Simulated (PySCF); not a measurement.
# Changing the system itself: InCl

How does InCl answer to another spin, charge, distance or environment?

Computed with PySCF 2.14.0. Level: each script names its method and basis.

2 further runs of the same task are left out: 2 for a known fault of the program.

### 1 Where the work starts

InCl: 2 atoms, charge 0, spin multiplicity 1.

Bond lengths: In1–Cl2 2.478 Å.

### 2 The base run

input.py

```python
from pyscf import gto, scf, mp

mol = gto.M(
    atom='In 0 0 0; Cl 0 0 2.478',
    basis='lanl2dz',
    ecp={'In': 'lanl2dz', 'Cl': 'lanl2dz'},
    charge=0,
    spin=0,
    verbose=3,
)
mf = scf.RHF(mol)
mf.kernel()
mp.MP2(mf).kernel()
mf.dip_moment()
print('orbital energies (hartree):', mf.mo_energy[..., max(0, mol.nelec[1]-3):mol.nelec[0]+3].round(4))
```

Run with:

```console
$ OMP_NUM_THREADS=1 python input.py
```

The log of this run is left out.

Base result: E(SCF) = -16.584186 Eh, E(MP2) − E(SCF) = -0.05334 Eh, μ = 4.91 D (of the SCF density).

The bond length is a typed value, not an optimised one.

### 3 Bond 3.717 Å

Edit 1 changes bond length: 2.478 Å → 3.717 Å.

input.py

```python
from pyscf import gto, scf, mp

mol = gto.M(
    atom='In 0 0 0; Cl 0 0 3.717',
    basis='lanl2dz',
    ecp={'In': 'lanl2dz', 'Cl': 'lanl2dz'},
    charge=0,
    spin=0,
    verbose=3,
)
mf = scf.RHF(mol)
mf.kernel()
mp.MP2(mf).kernel()
mf.dip_moment()
print('orbital energies (hartree):', mf.mo_energy[..., max(0, mol.nelec[1]-3):mol.nelec[0]+3].round(4))
```

Run with:

```console
$ OMP_NUM_THREADS=1 python input.py
```

### 4 Bond 2.181 Å

Edit 2 changes bond length: 2.478 Å → 2.181 Å.

Edit input.py of step 2 so:

```diff
@@ -3,3 +3,3 @@
 mol = gto.M(
-    atom='In 0 0 0; Cl 0 0 2.478',
+    atom='In 0 0 0; Cl 0 0 2.181',
     basis='lanl2dz',
```

### 5 Charge +2 (UHF)

Edit 3 changes charge: 0 → 2; SCF type: RHF → UHF.

input.py

```python
from pyscf import gto, scf, mp

mol = gto.M(
    atom='In 0 0 0; Cl 0 0 2.478',
    basis='lanl2dz',
    ecp={'In': 'lanl2dz', 'Cl': 'lanl2dz'},
    charge=2,
    spin=0,
    verbose=3,
)
mf = scf.UHF(mol)
mf.kernel()
mp.MP2(mf).kernel()
mf.dip_moment()
print('orbital energies (hartree):', [e[max(0, n-3):n+3].round(4) for e, n in zip(mf.mo_energy, mol.nelec)])
```

### 6 Bond 2.404 Å

Edit 4 changes bond length: 2.478 Å → 2.404 Å.

Edit input.py of step 2 so:

```diff
@@ -3,3 +3,3 @@
 mol = gto.M(
-    atom='In 0 0 0; Cl 0 0 2.478',
+    atom='In 0 0 0; Cl 0 0 2.404',
     basis='lanl2dz',
```

**Question.** What will these runs give? Wanted: for each run, E(SCF); from base; SCF dipole; after the SCF.

As calculated:

```csv
run,E(SCF) (hartree),from base (eV),SCF dipole (D),after the SCF
base,-16.584186,0,4.91,MP2 correlation -1.452 eV
bond 3.717 Å,-16.511904,+1.9669,12.77,MP2 correlation -1.459 eV
bond 2.181 Å,-16.566278,+0.4873,2.95,MP2 correlation -1.427 eV
charge +2 (UHF),-15.637008,+25.7740,n/a,MP2 correlation -1.575 eV
bond 2.404 Å,-16.583519,+0.0181,4.41,MP2 correlation -1.447 eV
```

**Reading.** Of the runs whose energies can be compared, “bond 3.717 Å” moves the SCF energy most (+1.967 eV).
